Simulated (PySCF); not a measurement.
# CaBr under other conditions

One physical setting of the base script is moved in each run, with the edits that it forces.

Method: method and basis as typed in the scripts; program: PySCF 2.14.0.

6 further runs of the same task are left out: 6 that didn't finish.

## (1) Starting geometry

CaBr: 2 atoms, charge 0, spin multiplicity 2.

Bond lengths: Ca1–Br2 2.516 Å.

## (2) The base run

Contents of input.py:

```python
from pyscf import gto, scf
from pyscf.hessian import thermo

mol = gto.M(
    atom='Ca 0 0 0; Br 0 0 2.516',
    basis='lanl2dz',
    ecp={'Ca': 'lanl2dz', 'Br': 'lanl2dz'},
    charge=0,
    spin=1,
    verbose=4,
)
mf = scf.UHF(mol)
mf.kernel()
hess = mf.Hessian().kernel()
print('wavenumber (cm^-1) =', thermo.harmonic_analysis(mol, hess)['freq_wavenumber'].round(1))
mf.dip_moment()
print('orbital energies (hartree):', [e[max(0, n-3):n+3].round(4) for e, n in zip(mf.mo_energy, mol.nelec)])
```

On the command line:

```bash
> python input.py
```

The log of this run is left out.

In short: E(SCF) = -49.206494 Eh, 9 cycles, ⟨S²⟩ = 0.751, μ = 5.55 D, wavenumbers 419 cm⁻¹.

The bond length is a typed value, not an optimised one, so the wavenumber is not that of the minimum.

## (3) Bond 2.591 Å

Variant 1 changes bond length: 2.516 Å → 2.591 Å.

Contents of input.py:

```python
from pyscf import gto, scf
from pyscf.hessian import thermo

mol = gto.M(
    atom='Ca 0 0 0; Br 0 0 2.591',
    basis='lanl2dz',
    ecp={'Ca': 'lanl2dz', 'Br': 'lanl2dz'},
    charge=0,
    spin=1,
    verbose=4,
)
mf = scf.UHF(mol)
mf.kernel()
hess = mf.Hessian().kernel()
print('wavenumber (cm^-1) =', thermo.harmonic_analysis(mol, hess)['freq_wavenumber'].round(1))
mf.dip_moment()
print('orbital energies (hartree):', [e[max(0, n-3):n+3].round(4) for e, n in zip(mf.mo_energy, mol.nelec)])
```

On the command line:

```bash
> python input.py
```

## (4) Electric field 0.01 a.u.

Variant 2 changes electric field: none → 0.01 a.u.; step after the SCF: frequency → analyze.

Contents of input.py:

```python
from pyscf import gto, scf

mol = gto.M(
    atom='Ca 0 0 0; Br 0 0 2.516',
    basis='lanl2dz',
    ecp={'Ca': 'lanl2dz', 'Br': 'lanl2dz'},
    charge=0,
    spin=1,
    verbose=4,
)
mf = scf.UHF(mol)
field = 0.01  # electric field along z, atomic units
h = mf.get_hcore() + field*mol.intor('int1e_r')[2]
mf.get_hcore = lambda *args: h
e_nuc = mol.energy_nuc() - field*mol.atom_charges() @ mol.atom_coords()[:, 2]
mf.energy_nuc = lambda *args: e_nuc
mf.kernel()
mf.mulliken_pop()
mf.dip_moment()
print('orbital energies (hartree):', [e[max(0, n-3):n+3].round(4) for e, n in zip(mf.mo_energy, mol.nelec)])
```

## (5) Quartet

Variant 3 changes spin (2S): 1 → 3.

Changes to input.py since step 2:

```diff
@@ -8,3 +8,3 @@
     charge=0,
-    spin=1,
+    spin=3,
     verbose=4,
```

## (6) Bond 2.34 Å

Variant 4 changes bond length: 2.516 Å → 2.34 Å.

Changes to input.py since step 2:

```diff
@@ -4,3 +4,3 @@
 mol = gto.M(
-    atom='Ca 0 0 0; Br 0 0 2.516',
+    atom='Ca 0 0 0; Br 0 0 2.34',
     basis='lanl2dz',
```

What does the calculation give? Wanted: for each run, E(SCF); from base; gap, α spin; SCF dipole; after the SCF.

As calculated:

```
                     run  E(SCF) (hartree)  from base (eV)  cycles  gap, α spin (eV)  SCF dipole (D)          after the SCF
                    base        -49.206494               0       9              6.63            5.55  highest mode 419 cm⁻¹
            bond 2.591 Å        -49.214876         -0.2281       9              6.64            5.80  highest mode 372 cm⁻¹
electric field 0.01 a.u.        -49.187600         +0.5141      10              7.06            4.08                    n/a
                 quartet        -49.005706         +5.4637       9              4.19            3.59  highest mode 373 cm⁻¹
             bond 2.34 Å        -49.171082         +0.9636       9              6.59            5.00  highest mode 552 cm⁻¹
```

**Reading.** Of the runs whose energies can be compared, “quartet” moves the SCF energy most (+5.464 eV). The quartet solution found lies 5.46 eV above the base doublet at this geometry and level.
